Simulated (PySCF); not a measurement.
**[Gd(H2O)]3+: other functionals and bases at one geometry**

How far do other levels of theory move the description of [Gd(H2O)]3+, and what does each cost? The structure is generated, not taken from experiment.

Computed with PySCF 2.14.0. Level: several levels, as the steps say, no spin–orbit coupling.

4 further runs of the same task are left out: 2 for a known fault of the program, 2 that didn't finish.

## Step 1: The system as given

4 atoms, charge 3, spin multiplicity 1.

Bond lengths: Gd1–O2 2.207 Å, O2–H3 1.015 Å, O2–H4 1.015 Å. Angles: Gd1–O2–H3 128.9°, Gd1–O2–H4 128.9°, H3–O2–H4 102.1°.

Coordinates:

```xyz
4
charge 3, multiplicity 1
Gd    0.0000    0.0000   -0.0846
O     0.0000    0.0000    2.1223
H     0.7892    0.0000    2.7602
H    -0.7892    0.0000    2.7602
```

Formal oxidation states: Gd +3. Each metal's 7 4f electrons lie in its core potential, so multiplicities, spins and levels count the valence alone. An earlier session relaxed this geometry at PBE, Gd lcecp-1-SVP with ECP53, O def2-SVP, H def2-SVP (singlet, point group C2v).

At PBE on the finer grid: E = -110.857017 Eh, HOMO -26.35 eV, LUMO -21.67 eV, Mulliken charge on Gd1 +2.50 e, largest force component 0.003 eV/Å. 

Levels to run: B3LYP; TPSS; r2SCAN; CAM-B3LYP; PBE, TZVP; PBE0, SVP. Hardware: 2 threads of Arm Neoverse V2, shared host.

## Step 2: B3LYP

File run.py (the lines that set the calculation):

```python
mol = gto.M(atom='''
Gd     0.00000     0.00000    -0.08463
O      0.00000     0.00000     2.12225
H      0.78924     0.00000     2.76020
H     -0.78924     0.00000     2.76020''',
    basis={'Gd': 'lcecp-1-SVP', 'O': 'def2-SVP', 'H': 'def2-SVP'},
    ecp={'Gd': 'lcecp-1-SVP'},
    charge=3, spin=0)
mf = dft.RKS(mol, xc='B3LYP')
mf.grids.atom_grid = (75, 302)  # f atoms: unpruned, at least (60, 302)
mf = mf.density_fit()  # fitting sets: Gd AutoAux, O def2-universal-JKFIT, H def2-universal-JKFIT
mf.conv_tol = 1e-08; mf.max_cycle = 55
mf.kernel(dm0)  # dm0: the density of the relaxed state
```

Command:

```console
$ OMP_NUM_THREADS=2 python run.py
```

Output:

```text
init E= -110.943905651176
  HOMO = -1.02838327823505  LUMO = -0.766619365567482  gap/eV = 7.12296
cycle= 1 E= -110.944043593632  delta_E= -0.000138  |g|= 0.0588  |ddm|= 0.114
  HOMO = -0.999602175232639  LUMO = -0.774246626543039  gap/eV = 6.13224
cycle= 2 E= -110.942387584953  delta_E= 0.00166  |g|= 0.11  |ddm|= 0.115
  HOMO = -1.01688111209031  LUMO = -0.771957438530683  gap/eV = 6.66471
cycle= 3 E= -110.944762716069  delta_E= -0.00238  |g|= 0.00154  |ddm|= 0.07
  HOMO = -1.0170402182893  LUMO = -0.771422199353776  gap/eV = 6.68361
cycle= 4 E= -110.944763524141  delta_E= -8.08e-07  |g|= 0.000276  |ddm|= 0.00252
  HOMO = -1.01703994697243  LUMO = -0.771450264285752  gap/eV = 6.68284
cycle= 5 E= -110.944763540396  delta_E= -1.63e-08  |g|= 6.54e-05  |ddm|= 0.00025
  HOMO = -1.01702903010915  LUMO = -0.771462041838573  gap/eV = 6.68222
cycle= 6 E= -110.944763541571  delta_E= -1.18e-09  |g|= 9.81e-06  |ddm|= 9.22e-05
  HOMO = -1.01702811502887  LUMO = -0.771462666463725  gap/eV = 6.68218
Extra cycle  E= -110.944763541582  delta_E= -1.05e-11  |g|= 8.75e-06  |ddm|= 1.56e-05
converged SCF energy = -110.944763541582
```

Run time: 1.3 s. Hardware: 2 threads of Arm Neoverse V2, shared host.

Read off: E = -110.944764 Eh, HOMO -27.67 eV, LUMO -20.99 eV, Mulliken charge on Gd1 +2.54 e, largest force component 0.436 eV/Å. 

## Step 3: TPSS

Changes to run.py (the lines that set the calculation) since step 2:

```diff
@@ -8,3 +8,3 @@
     charge=3, spin=0)
-mf = dft.RKS(mol, xc='B3LYP')
+mf = dft.RKS(mol, xc='TPSS')
 mf.grids.atom_grid = (75, 302)  # f atoms: unpruned, at least (60, 302)
```

Command:

```console
$ OMP_NUM_THREADS=2 python run.py
```

Output:

```text
init E= -110.948069868538
  HOMO = -0.974537186013812  LUMO = -0.78566584373391  gap/eV = 5.13945
cycle= 1 E= -110.948121198506  delta_E= -5.13e-05  |g|= 0.0323  |ddm|= 0.0675
  HOMO = -0.958095501953856  LUMO = -0.788475345829625  gap/eV = 4.61560
cycle= 2 E= -110.947078788669  delta_E= 0.00104  |g|= 0.078  |ddm|= 0.0826
  HOMO = -0.968434155138947  LUMO = -0.786906528947828  gap/eV = 4.93962
cycle= 3 E= -110.948361134869  delta_E= -0.00128  |g|= 0.00163  |ddm|= 0.0545
  HOMO = -0.968705378163673  LUMO = -0.78666177094942  gap/eV = 4.95366
cycle= 4 E= -110.948362029428  delta_E= -8.95e-07  |g|= 0.000184  |ddm|= 0.00219
  HOMO = -0.96872410767973  LUMO = -0.786692917588689  gap/eV = 4.95332
cycle= 5 E= -110.948362036768  delta_E= -7.34e-09  |g|= 1.53e-05  |ddm|= 0.000181
  HOMO = -0.96871940035475  LUMO = -0.786696881869243  gap/eV = 4.95309
Extra cycle  E= -110.948362036745  delta_E= 2.31e-11  |g|= 1.96e-05  |ddm|= 4.12e-05
converged SCF energy = -110.948362036745
```

It took 1.8 s on 2 threads of Arm Neoverse V2, shared host.

It gives: E = -110.948362 Eh, HOMO -26.36 eV, LUMO -21.41 eV, Mulliken charge on Gd1 +2.52 e, largest force component 0.164 eV/Å. 

## Step 4: r2SCAN

Changes to run.py (the lines that set the calculation) since step 3:

```diff
@@ -8,3 +8,3 @@
     charge=3, spin=0)
-mf = dft.RKS(mol, xc='TPSS')
+mf = dft.RKS(mol, xc='R2SCAN')
 mf.grids.atom_grid = (75, 302)  # f atoms: unpruned, at least (60, 302)
```

Command:

```console
$ OMP_NUM_THREADS=2 python run.py
```

Output:

```text
init E= -110.913008857307
  HOMO = -0.988873175987976  LUMO = -0.767395790447621  gap/eV = 6.02671
cycle= 1 E= -110.91353959328  delta_E= -0.000531  |g|= 0.0531  |ddm|= 0.142
  HOMO = -0.959726175050559  LUMO = -0.771989147930299  gap/eV = 5.10858
cycle= 2 E= -110.911460565809  delta_E= 0.00208  |g|= 0.115  |ddm|= 0.125
  HOMO = -0.976370570112469  LUMO = -0.769681967772484  gap/eV = 5.62428
cycle= 3 E= -110.914190372819  delta_E= -0.00273  |g|= 0.00245  |ddm|= 0.0785
  HOMO = -0.976802310639531  LUMO = -0.769143619226841  gap/eV = 5.65068
cycle= 4 E= -110.914192591689  delta_E= -2.22e-06  |g|= 0.000244  |ddm|= 0.00377
  HOMO = -0.976816299981106  LUMO = -0.769176384438836  gap/eV = 5.65017
cycle= 5 E= -110.914192604373  delta_E= -1.27e-08  |g|= 4.42e-05  |ddm|= 0.000216
  HOMO = -0.976809016224106  LUMO = -0.769182701696342  gap/eV = 5.64980
cycle= 6 E= -110.914192604929  delta_E= -5.56e-10  |g|= 6.88e-06  |ddm|= 5.53e-05
  HOMO = -0.97680738746568  LUMO = -0.769183644472075  gap/eV = 5.64973
Extra cycle  E= -110.914192604925  delta_E= 4.06e-12  |g|= 8.73e-06  |ddm|= 1.32e-05
converged SCF energy = -110.914192604925
```

Wall time 1.9 s (2 threads of Arm Neoverse V2, shared host).

It gives: E = -110.914193 Eh, HOMO -26.58 eV, LUMO -20.93 eV, Mulliken charge on Gd1 +2.56 e, largest force component 0.457 eV/Å. 

## Step 5: CAM-B3LYP

Changes to run.py (the lines that set the calculation) since step 4:

```diff
@@ -8,3 +8,3 @@
     charge=3, spin=0)
-mf = dft.RKS(mol, xc='R2SCAN')
+mf = dft.RKS(mol, xc='CAMB3LYP')
 mf.grids.atom_grid = (75, 302)  # f atoms: unpruned, at least (60, 302)
```

Command:

```console
$ OMP_NUM_THREADS=2 python run.py
```

Output:

```text
init E= -110.870194096238
  HOMO = -1.09437063962855  LUMO = -0.708819275325435  gap/eV = 10.49139
cycle= 1 E= -110.871960554833  delta_E= -0.00177  |g|= 0.0531  |ddm|= 0.145
  HOMO = -1.06689039755644  LUMO = -0.717585352310914  gap/eV = 9.50507
cycle= 2 E= -110.871624206907  delta_E= 0.000336  |g|= 0.0689  |ddm|= 0.0764
  HOMO = -1.08108387994689  LUMO = -0.716381671833686  gap/eV = 9.92405
cycle= 3 E= -110.872496144227  delta_E= -0.000872  |g|= 0.00252  |ddm|= 0.0408
  HOMO = -1.08066703907685  LUMO = -0.716162572140119  gap/eV = 9.91867
cycle= 4 E= -110.872498679775  delta_E= -2.54e-06  |g|= 0.000674  |ddm|= 0.0039
  HOMO = -1.08053321536431  LUMO = -0.716333314216978  gap/eV = 9.91038
cycle= 5 E= -110.872498888159  delta_E= -2.08e-07  |g|= 8.67e-05  |ddm|= 0.00135
  HOMO = -1.08052692109024  LUMO = -0.716337862791257  gap/eV = 9.91009
cycle= 6 E= -110.872498895804  delta_E= -7.65e-09  |g|= 2.12e-05  |ddm|= 0.000255
  HOMO = -1.08052953621437  LUMO = -0.716335596215277  gap/eV = 9.91022
Extra cycle  E= -110.872498896082  delta_E= -2.77e-10  |g|= 7.59e-06  |ddm|= 3.78e-05
converged SCF energy = -110.872498896082
```

Wall time 1.5 s (2 threads of Arm Neoverse V2, shared host).

Read off: E = -110.872499 Eh, HOMO -29.40 eV, LUMO -19.49 eV, Mulliken charge on Gd1 +2.56 e, largest force component 0.380 eV/Å. 

## Step 6: PBE, TZVP

Basis: Gd lcecp-1-TZVP with ECP53, O def2-TZVP, H def2-TZVP. 

File run.py (the lines that set the calculation):

```python
mol = gto.M(atom='''
Gd     0.00000     0.00000    -0.08463
O      0.00000     0.00000     2.12225
H      0.78924     0.00000     2.76020
H     -0.78924     0.00000     2.76020''',
    basis={'Gd': 'lcecp-1-TZVP', 'O': 'def2-TZVP', 'H': 'def2-TZVP'},
    ecp={'Gd': 'lcecp-1-TZVP'},
    charge=3, spin=0)
mf = dft.RKS(mol, xc='PBE')
mf.grids.atom_grid = (75, 302)  # f atoms: unpruned, at least (60, 302)
mf = mf.density_fit()  # fitting sets: Gd AutoAux, O def2-universal-JKFIT, H def2-universal-JKFIT
mf.conv_tol = 1e-08; mf.max_cycle = 55
mf.kernel(dm0)  # dm0: free metal ions and neutral atoms
```

Command:

```console
$ OMP_NUM_THREADS=2 python run.py
```

Output:

```text
init E= -101.183479930097
  HOMO = -1.62431925666462  LUMO = -1.09052216583483  gap/eV = 14.52536
cycle= 1 E= -107.753591780203  delta_E= -6.57  |g|= 4.79  |ddm|= 2.28
  HOMO = -0.828195936256247  LUMO = -0.825159269017449  gap/eV = 0.08263
cycle= 2 E= -92.9119180302401  delta_E= 14.8  |g|= 5.65  |ddm|= 3.86
  HOMO = -1.1171258742602  LUMO = -1.09719606015328  gap/eV = 0.54232
cycle= 3 E= -108.810299455665  delta_E= -15.9  |g|= 3.01  |ddm|= 4.39
  HOMO = -1.21613667660609  LUMO = -0.740496320030125  gap/eV = 12.94283
cycle= 4 E= -110.810475919831  delta_E=   -2  |g|= 0.775  |ddm|= 2.56
  HOMO = -0.886798455426458  LUMO = -0.810117983599756  gap/eV = 2.08658
cycle= 5 E= -110.777752525187  delta_E= 0.0327  |g|= 0.889  |ddm|=    1
  HOMO = -0.972454925644225  LUMO = -0.787205137927049  gap/eV = 5.04090
cycle= 6 E= -110.95013024205  delta_E= -0.172  |g|= 0.0529  |ddm|= 0.519
  HOMO = -0.969179679269264  LUMO = -0.79844610510224  gap/eV = 4.64590
cycle= 7 E= -110.950950073184  delta_E= -0.00082  |g|= 0.0126  |ddm|= 0.0753
  HOMO = -0.96888530396566  LUMO = -0.79656645229934  gap/eV = 4.68903
cycle= 8 E= -110.950986421659  delta_E= -3.63e-05  |g|= 0.00383  |ddm|= 0.013
  HOMO = -0.968621381797561  LUMO = -0.796739930853045  gap/eV = 4.67713
cycle= 9 E= -110.95098948461  delta_E= -3.06e-06  |g|= 0.000617  |ddm|= 0.00222
  HOMO = -0.968549440875112  LUMO = -0.796761759760446  gap/eV = 4.67458
cycle= 10 E= -110.95098957293  delta_E= -8.83e-08  |g|= 0.000129  |ddm|= 0.000432
  HOMO = -0.968543793988214  LUMO = -0.796768742341849  gap/eV = 4.67424
cycle= 11 E= -110.950989576184  delta_E= -3.25e-09  |g|= 2.19e-05  |ddm|= 9.82e-05
  HOMO = -0.968533109541415  LUMO = -0.796769143372832  gap/eV = 4.67394
Extra cycle  E= -110.950989575738  delta_E= 4.47e-10  |g|= 5.36e-05  |ddm|= 3.74e-05
converged SCF energy = -110.950989575738
```

Run time: 4.4 s. Hardware: 2 threads of Arm Neoverse V2, shared host.

Read off: E = -110.950990 Eh, HOMO -26.36 eV, LUMO -21.68 eV, Mulliken charge on Gd1 +2.59 e, largest force component 0.224 eV/Å. 

## Step 7: PBE0, SVP

Basis: Gd def2-SVP with ECP28, O def2-SVP, H def2-SVP. The 4f electrons are now in the valence.

File run.py (the lines that set the calculation):

```python
mol = gto.M(atom='''
Gd     0.00000     0.00000    -0.08463
O      0.00000     0.00000     2.12225
H      0.78924     0.00000     2.76020
H     -0.78924     0.00000     2.76020''',
    basis={'Gd': 'def2-SVP', 'O': 'def2-SVP', 'H': 'def2-SVP'},
    ecp={'Gd': 'def2-SVP'},
    charge=3, spin=7)
mf = dft.UKS(mol, xc='PBE0')
mf.grids.atom_grid = (75, 302)  # f atoms: unpruned, at least (60, 302)
mf = mf.density_fit()  # fitting sets: Gd def2-universal-JKFIT, O def2-universal-JKFIT, H def2-universal-JKFIT
mf.conv_tol = 1e-08; mf.max_cycle = 55
mf.kernel(dm0)  # dm0: free metal ions and neutral atoms
```

Command:

```console
$ OMP_NUM_THREADS=2 python run.py
```

Output:

```text
init E= -840.296233811662
  HOMO = -1.11719968334  LUMO = -0.941740065709  gap/eV = 4.77450
cycle= 1 E= -840.409667851409  delta_E= -0.113  |g|= 0.512  |ddm|= 1.08
  HOMO = -0.881603260425  LUMO = -0.761073915068  gap/eV = 3.27977
cycle= 2 E= -840.294397925383  delta_E= 0.115  |g|= 0.747  |ddm|= 0.702
  HOMO = -1.05986072892  LUMO = -0.767344077496  gap/eV = 7.95978
cycle= 3 E= -840.500269495531  delta_E= -0.206  |g|= 0.143  |ddm|= 0.506
  HOMO = -1.03641088316  LUMO = -0.812941700031  gap/eV = 6.08091
cycle= 4 E= -840.506428913536  delta_E= -0.00616  |g|= 0.0589  |ddm|= 0.103
  HOMO = -1.03280786386  LUMO = -0.809231449536  gap/eV = 6.08382
cycle= 5 E= -840.506805804699  delta_E= -0.000377  |g|= 0.00534  |ddm|= 0.0225
  HOMO = -1.03266239386  LUMO = -0.809451025714  gap/eV = 6.07389
cycle= 6 E= -840.506831347209  delta_E= -2.55e-05  |g|= 0.00627  |ddm|= 0.00824
  HOMO = -1.03256125854  LUMO = -0.809547157103  gap/eV = 6.06852
cycle= 7 E= -840.506819728157  delta_E= 1.16e-05  |g|= 0.0056  |ddm|= 0.00338
  HOMO = -1.03263311749  LUMO = -0.809400217588  gap/eV = 6.07448
cycle= 8 E= -840.506790146196  delta_E= 2.96e-05  |g|= 0.00205  |ddm|= 0.0169
  HOMO = -1.03297644564  LUMO = -0.809101244192  gap/eV = 6.09195
cycle= 9 E= -840.506790823944  delta_E= -6.78e-07  |g|= 0.000488  |ddm|= 0.00397
  HOMO = -1.03302706262  LUMO = -0.809132064159  gap/eV = 6.09249
cycle= 10 E= -840.506791297902  delta_E= -4.74e-07  |g|= 0.000239  |ddm|= 0.00156
  HOMO = -1.03301486963  LUMO = -0.809132555767  gap/eV = 6.09215
cycle= 11 E= -840.506791406856  delta_E= -1.09e-07  |g|= 7.77e-05  |ddm|= 0.000863
  HOMO = -1.03300771241  LUMO = -0.809141354466  gap/eV = 6.09171
cycle= 12 E= -840.506791420478  delta_E= -1.36e-08  |g|= 3.15e-05  |ddm|= 0.000403
  HOMO = -1.03300808882  LUMO = -0.809138398731  gap/eV = 6.09180
cycle= 13 E= -840.506791420731  delta_E= -2.53e-10  |g|= 3.24e-06  |ddm|= 3.9e-05
  HOMO = -1.03300918765  LUMO = -0.809137820774  gap/eV = 6.09185
Extra cycle  E= -840.506791420737  delta_E= -5.23e-12  |g|= 4.03e-06  |ddm|= 5.43e-06
converged SCF energy = -840.506791420737  <S^2> = 15.757672  2S+1 = 8.0019177
```

Wall time 13 s (2 threads of Arm Neoverse V2, shared host).

Read off: E = -840.506791 Eh, HOMO -28.11 eV, LUMO -22.10 eV (over both spins), ⟨S²⟩ = 15.758, Mulliken charge on Gd1 +2.58 e, largest force component 0.837 eV/Å. 

## Step 8: Results

| level | state | HOMO (eV) | gap (eV) | charge on Gd1 (e) | dipole (D) | largest force (eV/Å) | basis functions | time |
| --- | --- | --- | --- | --- | --- | --- | --- | --- |
| PBE (relaxed here) | singlet | -26.35 | 4.68 | 2.50 | 3.59 | 0.00 | 57 | 2.4 s |
| B3LYP | singlet | -27.67 | 6.68 | 2.54 | 3.29 | 0.44 | 57 | 1.3 s |
| TPSS | singlet | -26.36 | 4.95 | 2.52 | 3.46 | 0.16 | 57 | 1.8 s |
| r2SCAN | singlet | -26.58 | 5.65 | 2.56 | 3.27 | 0.46 | 57 | 1.9 s |
| CAM-B3LYP | singlet | -29.40 | 9.91 | 2.56 | 3.13 | 0.38 | 57 | 1.5 s |
| PBE, TZVP | singlet | -26.36 | 4.67 | 2.59 | 3.61 | 0.22 | 90 | 4.4 s |
| PBE0, SVP | octet | -28.11 | 6.01 | 2.58 | 3.50 | 0.84 | 102 | 13 s |

Times are on 2 threads of Arm Neoverse V2, shared host; the first row also made further properties. The dipole of a charged species depends on the origin, so these sizes hold for this origin alone.

In one basis the HOMO–LUMO gap runs from 4.68 eV (PBE) to 9.91 eV (CAM-B3LYP). The largest leftover force, 0.84 eV/Å with PBE0, SVP, stands at a geometry relaxed at another level. The Mulliken charge on Gd spans +2.50 to +2.59 e over the levels. With 4f in the core, its levels are missing from HOMO and gap. Total energies of different levels can't be compared. Spin–orbit coupling is left out throughout.
